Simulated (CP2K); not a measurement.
NbCu under changes of volume

One of the cells (16.821 Å³/atom); the others are scaled copies at fixed shape and fractional positions:

```
Nb Cu
1.0
     3.62351    0.00000    0.00000
     1.81176    3.13805    0.00000
     1.81176    1.04602    2.95859
Nb Cu
1 1
Cartesian
  0.0000 0.0000 0.0000
  3.6235 2.0920 1.4793
```

The cell was built by a generator and needn't be a form met in nature.

| Quantity | Value |
| --- | --- |
| Program | CP2K 2026.2 |
| Functional | PBEsol |
| Potentials or basis | POTENTIAL_UZH Nb GTH-PBE-q13, Cu GTH-PBE-q11; TZVP-MOLOPT-PBE-GTH basis |
| Density cutoff | 6123 eV |
| k mesh | 9 × 9 × 9 |
| Occupations | fermi-dirac, width 0.1 eV |
| Spin | no spin polarisation |

```tsv
volume (Å³/atom)	energy over the lowest point (meV/atom)	pressure (GPa)
15.811	8.78	5.9
16.148	?	?
16.484	0.00	-1.1
16.821	6.83	-4.1
17.157	18.81	-6.8
17.494	36.05	-9.1
17.830	57.99	-11.2
```

Question: What does the run at 16.148 Å³/atom give?

Answer: Energy over the lowest point 0.70 meV/atom; pressure 2.2 GPa.

Worked out: A Birch-Murnaghan fit of order 3 (a polynomial in V^(-2/3)) to the other rows has its minimum at 16.33 Å³/atom with B0 = V·E''(V) = 167 GPa and B' = 5.9. It gives 0.56 meV/atom at 16.148 Å³/atom, against the run's 0.70, and -dE/dV = 2.0 GPa, against 2.2.

Energies are extrapolated to zero smearing.

Caveats: the potentials were made for another functional, which shifts forces and pressure; the basis of atomic orbitals isn't converged, which shifts pressures, moduli and gaps.
